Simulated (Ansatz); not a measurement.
# Cl2F3HW: the cost of one run

Program: Ansatz 0.2.0. Level of theory: RKS B3LYP-D4/def2-SVP. These are calculated values, not measurements.

**1. Starting point**

Bond lengths: W1–Cl2 2.390 Å, W1–Cl3 2.390 Å, W1–H4 1.720 Å, W1–F5 1.850 Å, W1–F6 1.850 Å, W1–F7 1.850 Å. Angles (14 of 15 angles, heavy atoms first): Cl2–W1–Cl3 90.0°, Cl2–W1–F5 90.0°, Cl2–W1–F6 90.0°, Cl2–W1–F7 180.0°, Cl3–W1–F5 180.0°, Cl3–W1–F6 90.0°, Cl3–W1–F7 90.0°, F5–W1–F6 90.0°, F5–W1–F7 90.0°, F6–W1–F7 90.0°, Cl2–W1–H4 90.0°, Cl3–W1–H4 90.0°, H4–W1–F5 90.0°, H4–W1–F6 180.0°.

Coordinates:

```xyz
7

W     0.0000    0.0000    0.0000
Cl    0.0000    0.0000    2.3900
Cl    2.3900    0.0000    0.0000
H     0.0000    1.7200    0.0000
F    -1.8500    0.0000    0.0000
F     0.0000   -1.8500    0.0000
F     0.0000    0.0000   -1.8500
```

**2. Relaxing the start**

input.yaml

```yaml
crystal:
  periodic: [false, false, false]
  atoms:
    - { symbol: W, position_ang: [0.0, 0.0, 0.0] }
    - { symbol: Cl, position_ang: [0.0, 0.0, 2.39] }
    - { symbol: Cl, position_ang: [2.39, 0.0, 0.0] }
    - { symbol: H, position_ang: [0.0, 1.72, 0.0] }
    - { symbol: F, position_ang: [-1.85, 0.0, 0.0] }
    - { symbol: F, position_ang: [0.0, -1.85, 0.0] }
    - { symbol: F, position_ang: [0.0, 0.0, -1.85] }
basis:
  gaussian: { orbitals: def2-SVP }
hamiltonian:
  xc: b3lyp
  dispersion: d4
relax:
  f_tol: 0.02
  max_steps: 40
output:
  orbitals: {}
```

Run with:

```console
ansatz run input.yaml --threads 4 --pin off --max-ram 5120MiB --backend cpu --events-out ev --progress --plain --runs-dir out
```

What time and memory should one allow on 4 threads of Intel Xeon Platinum 8375C at 2.90GHz (Ice Lake), shared host?

About 24 s, with a peak of 0.32 GiB.
